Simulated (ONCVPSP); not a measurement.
# An ONCV potential for Zn, from input to tests

Task: generate the file, and judge it by its errors in other configurations, its logarithmic derivatives, its ghosts and its cutoff.

Program: ONCVPSP 4.0.1. Reference atom: PBE, scalar-relativistic, spherical and spin-unpolarised. All values are calculated.

## Step 1: Settings

The settings as typed:

- element: zinc (Zn, Z = 30)
- type: optimised norm-conserving Vanderbilt (ONCV)
- frozen core: [Ar]
- valence charge: 12
- reference configuration: 3d10 4s2
- partial waves: 4s: rc 2.10 bohr, ncon 5, nbas 8, qcut 4 1/bohr, 2 projectors, debl 2.8 Ha; p scattering state at 0.32 Ha: rc 1.90 bohr, ncon 3, nbas 6, qcut 4.8 1/bohr, 2 projectors, debl 2.4 Ha; 3d: rc 0.70 bohr, ncon 4, nbas 8, qcut 16 1/bohr, 3 projectors, debl 3.3 Ha
- local potential: polynomial inside 0.65 bohr (lpopt 4, dvloc0 0 Ha)
- core correction: Teter function, fcfact 6, rcfact 1.35

The outer shells as boxes (Hund's rule for the drawing; the calculation is spin-unpolarised):

```
[Ar] core
3d [↑↓][↑↓][↑↓][↑↓][↑↓]
4s [↑↓]
```

An earlier all-electron run gives the scale for the radii.

All-electron outer shells of the reference configuration (PBE, scalar-relativistic, ld1.x):

```tsv
shell	level (eV)	outermost node (bohr)	outermost maximum (bohr)
3p	-83.40	0.25	0.59
3d	-10.14	–	0.57
4s	-5.98	0.85	2.09
4p	-1.12	0.92	3.08
```

## Step 2: Generating the potential

Zn.dat reads:

```
# ATOM AND REFERENCE CONFIGURATION
# atsym  z   nc   nv     iexc    psfile
  Zn 30.00    5    2        4      upf
#
#   n    l    f
    1    0    2.00
    2    0    2.00
    2    1    6.00
    3    0    2.00
    3    1    6.00
    3    2   10.00
    4    0    2.00
#
# PSEUDOPOTENTIAL AND OPTIMIZATION
# lmax
    2
#
#   l,   rc,      ep,       ncon, nbas, qcut
    0    2.10    0.00    5    8    4.00
    1    1.90    0.32    3    6    4.80
    2    0.70    0.00    4    8   16.00
#
# LOCAL POTENTIAL
# lloc, lpopt,  rc(5),   dvloc0
    4    4    0.65    0.00
#
# VANDERBILT-KLEINMAN-BYLANDER PROJECTORs
# l, nproj, debl
    0    2    2.80
    1    2    2.40
    2    3    3.30
#
# MODEL CORE CHARGE
# icmod, fcfact, rcfact
    3    6.00    1.35
#
# LOG DERIVATIVE ANALYSIS
# epsh1, epsh2, depsh
   -2.00    5.00    0.02
#
# OUTPUT GRID
# rlmax, drl
    6.00    0.01
#
# TEST CONFIGURATIONS
# ncnf
    4
# nvcnf
#   n    l    f
    2
    3    2   10.00
    4    0    1.00
#
    2
    3    2   10.00
    4    0    0.00
#
    2
    3    2    9.00
    4    0    0.00
#
    2
    3    2   10.00
    4    0    1.50
#
```

Started as:

```bash
$ oncvpsp.x < Zn.dat > Zn.out
```

What does the calculation give? Wanted: cutoffs for 1 and 0.1 mHa per electron, occupied waves; bound ghosts; GHOST(+) flags; largest test error; largest phase difference near zero energy, channels read; rms error of d²Exc/dn², without and with the model core.

The runs gave:

| quantity | value |
| --- | --- |
| cutoffs for 1 and 0.1 mHa per electron, occupied waves | 262 Ha and 476 Ha |
| bound ghosts | s at -184.82 eV |
| GHOST(+) flags | p at 49 eV, d at 941 eV, d at 7696 eV |
| largest test error (AE − PS) | +27 meV, for 3d9 4s0 |
| largest phase difference near zero energy, channels read | 0.000 rad |
| rms error of d²Exc/dn², without and with the model core | 8.70 and 1.58 mHa |

What this shows: It has a bound ghost (s), a state that the atom doesn't have, and that rules the file out. By total energies transferability is fair: the largest error is 27 meV on 68.9 eV, for 3d9 4s0. That test lies far up in energy; among those under 40 eV, nearer to bonding, the largest error is 15 meV. By its cutoff, 262 Ha for the looser tolerance, it is very hard. At the looser tolerance the 3d wave is the slowest; 4s needs 6 Ha. Near zero energy the phases of the channels with partial waves that could be evaluated agree within 0.001 rad. The program also flags highly localised states, GHOST(+) (p, d). All of this concerns the isolated atom, not yet a solid.
